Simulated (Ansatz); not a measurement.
I need a rigid scan of one bond length of CH₄SiZn, SMILES [CH2]1[SiH2][Zn]1. Use the Ansatz DFT code, driven from Python. Settings (for the species named): Hartree-Fock, def2-SVP basis, multiplicity 1.

```xyz
7

C    -0.8784   -0.3746   -0.2932
Si    0.4824    0.3243    0.7222
Zn    0.8985   -1.8707   -0.0893
H    -0.4514   -0.9531   -1.1257
H    -1.4908    0.5123   -0.7577
H    -0.0199    1.3606    1.6549
H     1.5209    0.9333   -0.1569
```

The script, `ch4sizn_scan.py`:
```python
"""Stretching a bond of CH4SiZn, the rest held rigid."""

import ansatz as az
from ase import Atoms
import numpy as np

BASIS_SET = "def2-SVP"
XC = "hf"


def main() -> None:
    atoms = Atoms(["C", "Si", "Zn", "H", "H", "H", "H"], positions=[
        (-0.8784, -0.3746, -0.2932),
        (0.4824, 0.3243, 0.7222),
        (0.8985, -1.8707, -0.0893),
        (-0.4514, -0.9531, -1.1257),
        (-1.4908, 0.5123, -0.7577),
        (-0.0199, 1.3606, 1.6549),
        (1.5209, 0.9333, -0.1569),
    ])
    molecule = az.Crystal.molecule_from_ase(atoms)

    symbols = [site.symbol for site in molecule.cartesian_sites]
    start = np.array([site.position_ang for site in molecule.cartesian_sites])
    axis = (start[4] - start[0]) / np.linalg.norm(start[4] - start[0])
    moving = [4]
    lengths, energies = [1.033, 1.08, 1.127, 1.174, 1.221, 1.268, 1.314, 1.385], []
    for length in lengths:
        xyz = start.copy()
        xyz[moving] += (length - np.linalg.norm(start[4] - start[0])) * axis
        point = az.Crystal.molecule()
        for symbol, place in zip(symbols, xyz):
            point = point.atom(symbol, place.tolist())
        model = point.calculation().basis(gaussian=BASIS_SET).functional(XC).scf(lower_state_search="light")
        rep = model.run().report
        energies.append(rep["free_energy_ev"])
        print(f"r = {length:6.3f} A  E = {energies[-1]:.5f} eV  <S^2> = {abs(rep['mean_field']['state']['spin_squared']):.3f}")

    # quartic fit about the minimum
    fit = np.polynomial.Polynomial.fit(lengths, np.array(energies) - min(energies), 4).convert()
    roots = [r.real for r in fit.deriv().roots() if abs(r.imag) < 1e-9 and fit.deriv(2)(r.real) > 0]
    r_e = min(roots, key=lambda r: abs(r - lengths[int(np.argmin(energies))]))
    print(f"minimum of the fit at {r_e:.4f} A, force constant {fit.deriv(2)(r_e):.2f} eV/A^2")


if __name__ == "__main__":
    main()
```

Output of `python ch4sizn_scan.py`:
```text
r =  1.033 A  E = -57317.39515 eV  <S^2> = 0.000
r =  1.080 A  E = -57317.46876 eV  <S^2> = 0.000
r =  1.127 A  E = -57317.45708 eV  <S^2> = 0.000
r =  1.174 A  E = -57317.38052 eV  <S^2> = 0.000
r =  1.221 A  E = -57317.25517 eV  <S^2> = 0.000
r =  1.268 A  E = -57317.09369 eV  <S^2> = 0.000
r =  1.314 A  E = -57316.91025 eV  <S^2> = 0.000
r =  1.385 A  E = -57316.59447 eV  <S^2> = 0.000
minimum of the fit at 1.0960 A, force constant 35.04 eV/A^2
```

Caveats:
- These settings explore the input space; basis and method may be short of convergence.
- The rest of the molecule is held rigid at a force-field or estimated start geometry, and the basis set is modest; single-reference methods fail as a bond breaks.
- Hartree-Fock leaves correlation out, so bond, atomisation and ionisation energies come out well too low.
- The orbitals are restricted, so S² is zero by construction.
- It ran for 16 s on 1 thread of Intel(R) Xeon(R) Processor @ 2.30GHz (shared host), peak memory 0.25 GiB.
